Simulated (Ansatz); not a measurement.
CaBPd3, space group Pm-3m, an equation of state with a fit

With Ansatz 0.2.0, Python API.

Notebook, run cell by cell (the value of a cell's last expression is shown):

In [1]:
```python
import ansatz as az
import numpy as np
from pymatgen.analysis.eos import EOS
```

In [2]:
```python
MAX_ITERATIONS = 80
FILLING = "fermi_dirac"
MIXING_BETA = 0.7
KGRID = (6, 6, 6)
```

In [3]:
```python
VECTORS = np.array([
    [4.27842, 0.0, 0.0],
    [0.0, 4.27842, 0.0],
    [0.0, 0.0, 4.27842],
])
SITES = [
    ("Ca", (0.5, 0.5, 0.5)),
    ("B", (0.0, 0.0, 0.0)),
    ("Pd", (0.5, 0.0, 0.0)),
    ("Pd", (0.0, 0.5, 0.0)),
    ("Pd", (0.0, 0.0, 0.5)),
]
```

In [4]:
```python
def make_crystal(cell):
    crystal = az.Crystal(lattice=az.Lattice.of(cell))
    for symbol, position in SITES:
        crystal = crystal.atom(symbol, position)
    return crystal
```

In [5]:
```python
# uniform scaling of the cell
volumes, energies, pressures = [], [], []
for scale in np.linspace(0.92, 1.08, 7):
    cell = VECTORS * scale ** (1 / 3)
    calculation = (
        make_crystal(cell).calculation()
        .scf(max_iterations=MAX_ITERATIONS)
        .occupations(FILLING)
        .mixing("msr1", beta=MIXING_BETA)
        .basis(35 * az.Ry)
        .functional(az.Functional.LDA)
        .kpoints(*KGRID)
        .stress()
    )
    report = calculation.run(threads=1).report
    volumes.append(abs(np.linalg.det(cell)) / len(SITES))
    energies.append(report["free_energy_ev"] / len(SITES))
    pressures.append(np.trace(report["stress_gpa"]) / 3)
    print(f"V = {volumes[-1]:8.4f} A^3/atom  F = {energies[-1]:.5f} eV/atom  P = {pressures[-1]:8.3f} GPa")
```
```text
V =  14.4101 A^3/atom  F = -4491.80857 eV/atom  P =    4.222 GPa
V =  14.8278 A^3/atom  F = -4491.81341 eV/atom  P =   -0.392 GPa
V =  15.2455 A^3/atom  F = -4491.80712 eV/atom  P =   -4.321 GPa
V =  15.6632 A^3/atom  F = -4491.79139 eV/atom  P =   -7.663 GPa
V =  16.0809 A^3/atom  F = -4491.76761 eV/atom  P =  -10.504 GPa
V =  16.4986 A^3/atom  F = -4491.73700 eV/atom  P =  -12.912 GPa
V =  16.9162 A^3/atom  F = -4491.70061 eV/atom  P =  -14.948 GPa
```

In [6]:
```python
for form in ["birch_murnaghan", "pourier_tarantola", "vinet"]:
    fit = EOS(eos_name=form).fit(volumes, energies)
    print(f"{form:18s} V0 {fit.v0:8.4f} A^3/atom  B0 {fit.b0_GPa:7.1f} GPa  B1 {fit.b1:5.2f}")
```
```text
birch_murnaghan    V0  14.7896 A^3/atom  B0   153.0 GPa  B1  4.76
pourier_tarantola  V0  14.7899 A^3/atom  B0   152.2 GPa  B1  4.46
vinet              V0  14.7897 A^3/atom  B0   152.7 GPa  B1  4.64
```

A third-order Birch-Murnaghan fit through the 7 points has its minimum at 14.79 Å³ an atom, 5.6 % below the typed cell, with a bulk modulus of 153 GPa and dB/dP = 4.8. From that minimum the energy rises by 4.9 meV an atom on the compressed side and 112.8 meV on the expanded side. The window is off centre, so dB/dP is rough.

These settings explore the input space; cutoff and mesh may be short of convergence. No spin polarisation was allowed. For a metal this k-point mesh is coarse: on a finer one energies can move by several to tens of meV an atom and pressures by half a GPa or more, differences at one mesh by less. Pressure is positive in compression. At these settings the cell as given stands under about -8 GPa, so it isn't at this functional's equilibrium volume. This cell is a computed structure, which may not be the phase found in nature. Run time: 50 s on 1 thread of Arm Neoverse N1 (shared host), peak memory 0.51 GiB.
